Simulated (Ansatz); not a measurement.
# C₂H₃ClGaN: one species, many methods

One table from this session's results is given with a row withheld; the runs are named, their logs left out.

Method: functionals in def2-TZVPP, the program's frozen cores in correlated methods; program: Ansatz 0.2.0, Gaussian basis.

Plan: LDA (SPW92), PBE-D4, revPBE-D4, BLYP-D4, r2SCAN-D4, B97M-V, PBE0-D4, B3LYP-D4, r2SCANh-D4, r2SCAN0-D4, HSE06-D4, BHLYP-D4, CAM-B3LYP-D4, LC-ωPBE, ωB97X-V, ωB97M-V, B2PLYP, PBE-QIDH; CCSD(T)/def2-SVP; CCSD(T)/def2-TZVPP; MP2/def2-QZVPP; extrapolation to the limit; RPA on PBE.

## The relaxed structure

All runs share one geometry, relaxed beforehand with PBE0-D4 in a triple-zeta def2 set.

SMILES `[CH3][Ga]([Cl])[C]#N`, 8 atoms, charge 0, spin multiplicity 1.

Atoms are counted from 1 here; the program's logs count them from 0.

Bond lengths: C1–Ga2 1.939 Å, C1–H6 1.089 Å, C1–H7 1.092 Å, C1–H8 1.092 Å, Ga2–Cl3 2.132 Å, Ga2–C4 1.942 Å, C4–N5 1.153 Å. Angles: Ga2–C1–H6 110.8°, Ga2–C1–H7 109.5°, Ga2–C1–H8 109.6°, H6–C1–H7 109.5°, H6–C1–H8 109.5°, H7–C1–H8 107.8°, C1–Ga2–Cl3 123.3°, C1–Ga2–C4 124.1°, Cl3–Ga2–C4 112.6°, Ga2–C4–N5 177.6°.

Coordinates:

```xyz
8
C2H3ClGaN
C    -1.2660   -0.4056    0.2270
Ga    0.6106    0.0714    0.3215
Cl    1.7645   -0.0669    2.1084
C     1.6449    0.7228   -1.1878
N     2.2189    1.1058   -2.1115
H    -1.6329   -0.7273    1.2003
H    -1.4022   -1.2110   -0.4978
H    -1.8458    0.4537   -0.1161
```

The first run:

in.yaml reads:

```yaml
crystal:
  periodic: [false, false, false]
  atoms:
    - {symbol: C, position_ang: [-1.266003, -0.405572, 0.226969]}
    - {symbol: Ga, position_ang: [0.610564, 0.071370, 0.321538]}
    - {symbol: Cl, position_ang: [1.764539, -0.066939, 2.108415]}
    - {symbol: C, position_ang: [1.644937, 0.722812, -1.187846]}
    - {symbol: N, position_ang: [2.218908, 1.105762, -2.111498]}
    - {symbol: H, position_ang: [-1.632890, -0.727275, 1.200343]}
    - {symbol: H, position_ang: [-1.402167, -1.210959, -0.497789]}
    - {symbol: H, position_ang: [-1.845789, 0.453701, -0.116133]}
basis:
  gaussian: {orbitals: def2-TZVPP}
hamiltonian: {xc: lda}
output: {orbitals: {seedname: orbitals}}
```

Among the steps run: LDA; PBE-D4 (GGA); revPBE-D4 (GGA); BLYP-D4 (GGA); r2SCAN-D4 (meta-GGA); B97M-V (meta-GGA); PBE0-D4 (hybrid); B3LYP-D4 (hybrid); r2SCANh-D4 (hybrid); r2SCAN0-D4 (hybrid); HSE06-D4 (hybrid); BHLYP-D4 (hybrid); CAM-B3LYP-D4 (range-separated); LC-ωPBE-D4 (range-separated; the results give it without D4); ωB97X-V (range-separated); ωB97M-V (range-separated); B2PLYP (double hybrid); PBE-QIDH (double hybrid).

One of the session's tables, all rows but one given; the rest of the session is left out.

It belongs to the step «Orbital energies across the functionals». 

```
  functional  HOMO (eV)  LUMO (eV)  gap (eV)
 LDA (SPW92)      -7.84      -3.30      4.54
      PBE-D4      -7.67      -3.00      4.67
   revPBE-D4      -7.61      -2.87      4.74
     BLYP-D4      -7.53      -2.92      4.60
   r2SCAN-D4      -8.02      -2.82      5.20
      B97M-V      -8.08      -2.89      5.19
     PBE0-D4          ?          ?         ?
    B3LYP-D4      -8.81      -2.46      6.35
  r2SCANh-D4      -8.53      -2.52      6.01
  r2SCAN0-D4      -9.29      -2.09      7.20
    HSE06-D4      -8.66      -2.56      6.10
    BHLYP-D4     -10.31      -1.40      8.91
CAM-B3LYP-D4     -10.45      -1.27      9.18
     LC-ωPBE     -11.85      -0.08     11.77
     ωB97X-V     -11.46      -0.21     11.25
     ωB97M-V     -11.31      -0.38     10.94
```

Q: Estimate the row for PBE0-D4 from the others.

The run gave: HOMO (eV): -9.07; LUMO (eV): -2.19; gap (eV): 6.87. In the column «HOMO (eV)» it lies between r2SCAN0-D4 (-9.29) and B3LYP-D4 (-8.81).
